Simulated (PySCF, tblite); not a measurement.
**C6H13N3Si: geometry, infrared bands and NMR shifts**

Wanted: the infrared bands and NMR shifts of C6H13N3Si (`CC(C)Cn1nncc1[SiH3]`), by calculation.

The runs use tblite 0.8.0 and PySCF 2.14.0, with density-fitted response routines of our own; the level of theory stands in each step. All values are computed, except where a source is named. Atoms count from 0, in the outputs and in this text.

### 1 The molecule as given

23 atoms, charge 0, multiplicity 1; geometry from: force field or distance geometry start.

Bonds of the start (Å): C0–C1 1.53, C1–C2 1.51, C1–C3 1.54, C3–N4 1.44, N4–N5 1.35, N5–N6 1.33, N6–C7 1.36, C7–C8 1.40, C8–Si9 1.85, C8–N4 1.39, C0–H10 1.10, C0–H11 1.09, C0–H12 1.11, C1–H13 1.10, C2–H14 1.11, C2–H15 1.08, C2–H16 1.10, C3–H17 1.11, C3–H18 1.10, C7–H19 1.08, Si9–H20 1.48, Si9–H21 1.48, Si9–H22 1.49.

### 2 Geometry optimisation with GFN2-xTB

The job: settings as JSON, then the geometry in Å.

```
{"job": {"kind": "relax", "xc": "GFN2-xTB", "basis": "xTB"}, "charge": 0, "multiplicity": 1}
C     -2.264300    -1.391400     0.647200
C     -1.279900    -0.484900    -0.094400
C     -2.011200     0.416600    -1.060500
C     -0.452400     0.320400     0.928700
N      0.668100     1.027600     0.363300
N      0.513100     2.333100     0.061400
N      1.660400     2.776100    -0.438700
C      2.544400     1.738900    -0.434400
C      1.951500     0.581400     0.072800
Si     2.639800    -1.119200     0.327800
H     -2.854400    -1.990300    -0.064100
H     -1.756700    -2.082300     1.322100
H     -2.981300    -0.796700     1.255200
H     -0.602700    -1.135300    -0.670600
H     -2.680900     1.128100    -0.533800
H     -1.325600     1.003000    -1.662300
H     -2.636600    -0.167700    -1.745600
H     -0.044900    -0.351400     1.712200
H     -1.082700     1.050500     1.460400
H      3.554400     1.863700    -0.796000
H      4.102700    -1.100800     0.077200
H      1.967600    -2.053600    -0.604000
H      2.366900    -1.538800     1.727800
```

Run with:

```bash
OMP_NUM_THREADS=1 python probes_run.py task.json out
```

The driver reads the jobs from task.json and runs them one after another.

Log:

```text
step      E/eV     max force
  0    -815.21627    2.522
  1    -815.36308    0.523
  2    -815.37640    0.265
  3    -815.38604    0.211
  4    -815.39365    0.194
  5    -815.39663    0.143
  6    -815.39893    0.120
  7    -815.40119    0.110
  8    -815.40358    0.113
  9    -815.40536    0.100
 10    -815.40665    0.080
 11    -815.40773    0.070
 12    -815.40881    0.067
 13    -815.40988    0.085
 14    -815.41092    0.076
 15    -815.41188    0.072
 16    -815.41267    0.060
 17    -815.41319    0.048
 18    -815.41355    0.049
 19    -815.41394    0.053
 20    -815.41446    0.064
 21    -815.41511    0.069
 22    -815.41577    0.050
 23    -815.41632    0.059
 24    -815.41682    0.065
 25    -815.41739    0.068
 26    -815.41806    0.065
 27    -815.41876    0.056
 28    -815.41946    0.067
 29    -815.42013    0.063
 30    -815.42074    0.058
 31    -815.42122    0.043
 32    -815.42158    0.040
 33    -815.42189    0.038
 34    -815.42221    0.037
 35    -815.42250    0.030
 36    -815.42270    0.029
 37    -815.42285    0.030
 38    -815.42301    0.028
 39    -815.42319    0.029
 40    -815.42335    0.028
 41    -815.42347    0.026
 42    -815.42359    0.029
 43    -815.42372    0.027
 44    -815.42384    0.022
 45    -815.42394    0.022
 46    -815.42400    0.017
 47    -815.42405    0.014
 48    -815.42409    0.018
 49    -815.42413    0.015
 50    -815.42417    0.013
 51    -815.42420    0.010
 52    -815.42423    0.012
 53    -815.42425    0.014
 54    -815.42429    0.014
 55    -815.42432    0.014
 56    -815.42436    0.015
 57    -815.42440    0.017
 58    -815.42443    0.013
 59    -815.42446    0.011
 60    -815.42448    0.010
 61    -815.42450    0.010
 62    -815.42452    0.009
```

Run time: 0.68 s. Hardware: 1 thread of AMD EPYC 7B13, shared host.

Step by step: (not every step is listed)

| step | energy from step 0 (eV) | largest force (eV/Å) |
| --- | --- | --- |
| 0 | 0.0000 | 2.5225 |
| 1 | -0.1468 | 0.5234 |
| 2 | -0.1601 | 0.2654 |
| 3 | -0.1698 | 0.2110 |
| 4 | -0.1774 | 0.1939 |
| 5 | -0.1804 | 0.1426 |
| 6 | -0.1827 | 0.1202 |
| 7 | -0.1849 | 0.1104 |
| 8 | -0.1873 | 0.1130 |
| 12 | -0.1925 | 0.0669 |
| 16 | -0.1964 | 0.0599 |
| 20 | -0.1982 | 0.0642 |
| 24 | -0.2006 | 0.0648 |
| 28 | -0.2032 | 0.0666 |
| 32 | -0.2053 | 0.0396 |
| 36 | -0.2064 | 0.0291 |
| 40 | -0.2071 | 0.0277 |
| 44 | -0.2076 | 0.0221 |
| 48 | -0.2078 | 0.0175 |
| 52 | -0.2080 | 0.0122 |
| 56 | -0.2081 | 0.0152 |
| 57 | -0.2081 | 0.0171 |
| 58 | -0.2082 | 0.0127 |
| 59 | -0.2082 | 0.0109 |
| 60 | -0.2082 | 0.0104 |
| 61 | -0.2082 | 0.0103 |
| 62 | -0.2083 | 0.0089 |

Close pairs (by a distance rule), those that changed most:

| bond | before (Å) | after (Å) | change (Å) |
| --- | --- | --- | --- |
| N5–N6 | 1.328 | 1.282 | -0.045 |
| N4–C8 | 1.389 | 1.358 | -0.031 |
| Si9–H20 | 1.484 | 1.459 | -0.025 |
| C0–H12 | 1.112 | 1.088 | -0.025 |
| N4–N5 | 1.349 | 1.324 | -0.024 |
| N6–C7 | 1.363 | 1.340 | -0.023 |
| C2–H14 | 1.110 | 1.088 | -0.022 |
| Si9–H22 | 1.487 | 1.467 | -0.020 |

The next job starts from the end point, and lists it.

### 3 Vibrational analysis with GFN2-xTB

The job: settings as JSON, then the geometry in Å.

```
{"job": {"kind": "ir", "xc": "GFN2-xTB", "basis": "xTB"}, "charge": 0, "multiplicity": 1}
C     -2.236618    -1.397210     0.637237
C     -1.228167    -0.491661    -0.062928
C     -1.928211     0.450807    -1.037002
C     -0.439610     0.310565     0.984591
N      0.645474     1.038398     0.395617
N      0.505612     2.313338     0.065498
N      1.591007     2.723719    -0.480356
C      2.465451     1.709100    -0.516285
C      1.878679     0.586182     0.049278
Si     2.558415    -1.128980     0.334602
H     -2.804637    -1.964118    -0.095788
H     -1.734904    -2.099209     1.299415
H     -2.933445    -0.804093     1.225186
H     -0.518377    -1.115544    -0.617821
H     -2.678218     1.041844    -0.516290
H     -1.218362     1.135355    -1.494933
H     -2.418734    -0.113980    -1.825841
H     -0.040364    -0.362198     1.748105
H     -1.097986     1.045245     1.455183
H      3.445799     1.822853    -0.931345
H      3.995780    -1.077812     0.090098
H      1.905149    -2.074416    -0.575523
H      2.281515    -1.521199     1.720842
```

Log:

```text
mode    cm-1     km/mol
  1     -20.1      0.47
  2      53.8      0.46
  3      84.7      0.65
  4     103.1      0.08
  5     163.6      3.29
  6     172.5      0.75
  7     195.9      0.24
  8     227.4      0.30
  9     281.7      0.14
 10     319.6      0.19
 11     347.8      2.86
 12     422.4      1.45
 13     437.7      1.09
 14     478.9     20.89
 15     537.4     59.16
 16     547.9     64.74
 17     656.7     27.96
 18     685.8      0.67
 19     772.4     84.72
 20     779.1    151.64
 21     787.3    172.19
 22     801.0    383.86
 23     833.6      1.23
 24     872.4      1.20
 25     911.2      3.35
 26     953.1      4.72
 27     955.8     10.50
 28     979.7      4.42
 29     994.1      3.46
 30    1084.1     21.09
 31    1099.0     13.88
 32    1141.2      6.23
 33    1152.8      0.84
 34    1182.6      6.44
 35    1209.9     18.70
 36    1279.4     35.07
 37    1290.5      6.38
 38    1301.1     16.65
 39    1329.8      8.56
 40    1340.0      3.92
 41    1346.7     14.12
 42    1412.0      7.34
 43    1415.0      0.67
 44    1425.9      6.52
 45    1437.0      2.01
 46    1479.5     99.71
 47    1491.6      4.65
 48    1495.5      2.17
 49    1502.6      4.15
 50    1504.9      6.67
 51    2234.9    342.82
 52    2246.8    233.91
 53    2310.0    291.00
 54    2933.7     37.40
 55    2963.7     24.76
 56    2982.2     15.81
 57    3032.9     20.89
 58    3036.5     13.01
 59    3040.1     64.13
 60    3041.2     21.33
 61    3048.5     39.66
 62    3049.1     22.53
 63    3180.5     25.52
```

It took 1.3 s on 1 thread of AMD EPYC 7B13, shared host.

The strongest bands and the atoms that carry them (share of the mass-weighted mode):

| cm⁻¹ | km/mol | atoms |
| --- | --- | --- |
| 772 | 84.7 | C3 40 % |
| 779 | 151.6 | H20 55 %, H22 23 %, H21 18 % |
| 787 | 172.2 | H21 45 %, H22 44 % |
| 801 | 383.9 | H22 25 %, H21 25 %, H20 25 % |
| 1480 | 99.7 | C8 45 %, C7 26 %, N4 14 % |
| 2235 | 342.8 | H22 89 % |
| 2247 | 233.9 | H21 90 % |
| 2310 | 291.0 | H20 97 % |

### 4 Shielding tensors: PBE0/pcSseg-1

Settings changed since step 3:

```diff
@@ -1,2 +1,2 @@
-{"job": {"kind": "ir", "xc": "GFN2-xTB", "basis": "xTB"}, "charge": 0, "multiplicity": 1}
+{"job": {"kind": "nmr", "xc": "PBE0", "basis": "pcSseg-1"}, "charge": 0, "multiplicity": 1}
 C     -2.236618    -1.397210     0.637237
```

With the program's defaults for keys left out, this is: GIAO PBE0/pcSseg-1 NMR shielding, non-relativistic, gas phase.

Log:

```text
coarse grid: 19392 points
cycle   1  E = -689.4039557459  dE =  1.494e+00  |g| = 5.270e-01  |ddm| = 4.350e+00
cycle   2  E = -689.3314134211  dE =  7.254e-02  |g| = 8.003e-01  |ddm| = 1.118e+00
cycle   3  E = -689.4646558323  dE = -1.332e-01  |g| = 1.689e-01  |ddm| = 7.274e-01
cycle   4  E = -689.4703256903  dE = -5.670e-03  |g| = 5.496e-02  |ddm| = 1.761e-01
cycle   5  E = -689.4710239778  dE = -6.983e-04  |g| = 1.089e-02  |ddm| = 5.864e-02
cycle   6  E = -689.4710450467  dE = -2.107e-05  |g| = 5.369e-03  |ddm| = 1.419e-02
cycle   7  E = -689.4710512489  dE = -6.202e-06  |g| = 1.337e-03  |ddm| = 5.345e-03
final grid: 181992 points
cycle   8  E = -689.5269361619  dE = -5.426e-05  |g| = 9.459e-03  |ddm| = 3.990e-02
cycle   9  E = -689.5269238556  dE =  1.231e-05  |g| = 1.185e-02  |ddm| = 1.955e-02
cycle  10  E = -689.5269578153  dE = -3.396e-05  |g| = 2.428e-03  |ddm| = 1.172e-02
cycle  11  E = -689.5269591812  dE = -1.366e-06  |g| = 3.892e-04  |ddm| = 2.319e-03
cycle  12  E = -689.5269592102  dE = -2.891e-08  |g| = 1.304e-04  |ddm| = 3.937e-04
cycle  13  E = -689.5269592137  dE = -3.501e-09  |g| = 3.753e-05  |ddm| = 1.249e-04
cycle  14  E = -689.5269592139  dE = -2.510e-10  |g| = 1.352e-05  |ddm| = 3.801e-05
converged SCF energy = -689.5269592139

GIAO shielding tensors (ppm)
atom      isotropic    diamagn.    paramagn.     s11        s22        s33       span
  0 C      164.776     247.408     -82.632    149.239    156.722    188.367     39.128
  1 C      150.912     248.046     -97.134    140.627    150.661    161.447     20.820
  2 C      165.520     248.570     -83.050    151.566    160.451    184.543     32.977
  3 C      128.096     250.124    -122.028    103.299    126.335    154.653     51.355
  4 N      -13.582     329.715    -343.298   -172.981     20.246    111.988    284.969
  5 N     -149.596     319.182    -468.778   -397.298   -148.761     97.270    494.568
  6 N     -116.830     330.655    -447.485   -358.290   -176.807    184.606    542.896
  7 C       38.351     257.549    -219.198    -46.844     50.830    111.066    157.909
  8 C       59.288     255.466    -196.177    -14.207     37.750    154.322    168.528
  9 Si     439.115     881.694    -442.580    418.864    436.068    462.412     43.548
 10 H       30.424      29.516       0.909     26.215     27.647     37.412     11.197
 11 H       30.468      30.692      -0.224     25.469     28.814     37.120     11.651
 12 H       30.877      30.228       0.649     27.103     28.903     36.625      9.522
 13 H       29.916      35.420      -5.504     25.251     29.379     35.117      9.866
 14 H       31.062      31.345      -0.283     27.878     28.286     37.021      9.143
 15 H       30.531      32.287      -1.757     23.983     32.028     35.582     11.599
 16 H       30.824      30.745       0.080     26.280     28.067     38.127     11.847
 17 H       27.435      34.365      -6.929     22.755     28.892     30.659      7.903
 18 H       27.415      32.846      -5.431     23.816     27.143     31.286      7.470
 19 H       23.756      31.496      -7.739     21.037     22.915     27.317      6.280
 20 H       27.170      28.974      -1.804     22.805     25.815     32.888     10.083
 21 H       27.129      30.650      -3.521     23.095     26.809     31.484      8.389
 22 H       27.148      30.070      -2.923     23.185     26.653     31.605      8.420
```

Run time: 50 s. Hardware: 1 thread of AMD EPYC 7B13, shared host; peak memory 1.1 GiB.

Shifts follow as δ = σ(reference) − σ, with reference shieldings (ppm) from runs at the same level and on the same kind of geometry: 1H TMS 31.72, 13C TMS 186.9, 29Si TMS 349.2, 15N NH3 267.7. The references are single molecules in the gas phase, so shifts against H2O, NH3, PH3, H3PO4 or CFCl3 are not on the usual liquid scales and can be off by tens of ppm. Atoms listed in one row are averaged.

| atoms | environment | σ (ppm) | δ (ppm) | δ scaled to CDCl3 |
| --- | --- | --- | --- | --- |
| C7 | aromatic CH next to a ring nitrogen | 38.4 | 148.6 | 143.1 |
| C8 | substituted aromatic carbon next to a ring nitrogen | 59.3 | 127.6 | 122.7 |
| C3 | sp3 CH2 bonded to N | 128.1 | 58.8 | 55.5 |
| C1 | sp3 CH | 150.9 | 36.0 | 33.2 |
| C0, C2 | methyl carbon | 165.1 | 21.8 | 19.3 |
| H19 | hydrogen on an aromatic CH next to a ring nitrogen | 23.76 | 7.96 | 7.61 |
| H20, H21, H22 | hydrogen on a silicon bonded to C | 27.15 | 4.57 | – |
| H17, H18 | hydrogen on an sp3 CH2 bonded to N | 27.43 | 4.29 | 4.15 |
| H13 | hydrogen on an sp3 CH | 29.92 | 1.80 | 1.80 |
| H10, H11, H12, H14, H15, H16 | hydrogen on a methyl carbon | 30.70 | 1.02 | 1.07 |
| N5 | pyridine-type nitrogen of an azole | -149.6 | 417.3 | – |
| N6 | pyridine-type nitrogen of an azole | -116.8 | 384.6 | – |
| N4 | pyrrole-type ring nitrogen | -13.6 | 281.3 | – |
| Si9 | silicon bonded to C, 3 H | 439.1 | -90.0 | – |

The scaled column applies a straight-line fit of computed shieldings to shifts measured in CDCl3 (root-mean-square error 0.16 ppm for H, 1.9 ppm for C).

The run also stored atomic charges by several schemes (e):

| atoms | Mulliken | IAO | Hirshfeld | ESP fit |
| --- | --- | --- | --- | --- |
| C0, C2 | -0.21 | -0.42 | -0.12 | -0.75 |
| C1 | -0.42 | -0.09 | -0.02 | 0.77 |
| C3 | 0.11 | -0.16 | -0.01 | -1.02 |
| N4 | -0.46 | 0.05 | 0.05 | 0.85 |
| N5 | -0.02 | -0.12 | -0.06 | -0.32 |
| N6 | -0.24 | -0.19 | -0.15 | -0.34 |
| C7 | 0.02 | -0.10 | -0.04 | 0.16 |
| C8 | -0.08 | -0.27 | -0.08 | -0.44 |
| Si9 | 0.53 | 0.60 | 0.32 | 0.32 |

Mayer bond orders: C0–C1 1.04, C1–C2 1.03, C1–C3 0.99, C3–N4 0.88, N4–N5 1.20, N5–N6 1.45, N6–C7 1.39, C7–C8 1.41, C8–Si9 0.90, C8–N4 1.10.

Ring of atoms N4, N5, N6, C7, C8: NICS(0) -12.9, NICS(1) -13.4, NICS(1)zz -34.1 ppm (means of both faces).

### 5 Results

```
                                                               quantity                               value
                              strongest single infrared mode (GFN2-xTB)                801 cm⁻¹, 384 km/mol
                                           zero-point energy (GFN2-xTB)                      114.9 kcal/mol
13C shifts against TMS (PBE0/pcSseg-1, means over atoms taken as alike)  148.6, 127.6, 58.8, 36.0, 21.8 ppm
 1H shifts against TMS (PBE0/pcSseg-1, means over atoms taken as alike)    7.96, 4.57, 4.29, 1.80, 1.02 ppm
                                 15N shifts against NH3 (PBE0/pcSseg-1)             417.3, 384.6, 281.3 ppm
                                29Si shifts against TMS (PBE0/pcSseg-1)                           -90.0 ppm
```

Relaxing lowered the energy by 0.208 eV in 62 steps; the close pair that moved most is N5–N6, from 1.328 to 1.282 Å. The lowest mode is imaginary (20i cm⁻¹), so the xTB geometry is not a minimum. The strongest single mode, at 801 cm⁻¹, has its largest shares on H22, H21 and H20 (the list is cut at 3 atoms). Unscaled tight-binding wavenumbers are off by several per cent, some by more. Its intensities can rank the bands wrongly. At PBE0/pcSseg-1: Shielding is most anisotropic at N6 (span 543 ppm, paramagnetic term -447 ppm). NICS(1)zz of -34 ppm above the planar ring from N4 marks a diatropic (aromatic) ring current.
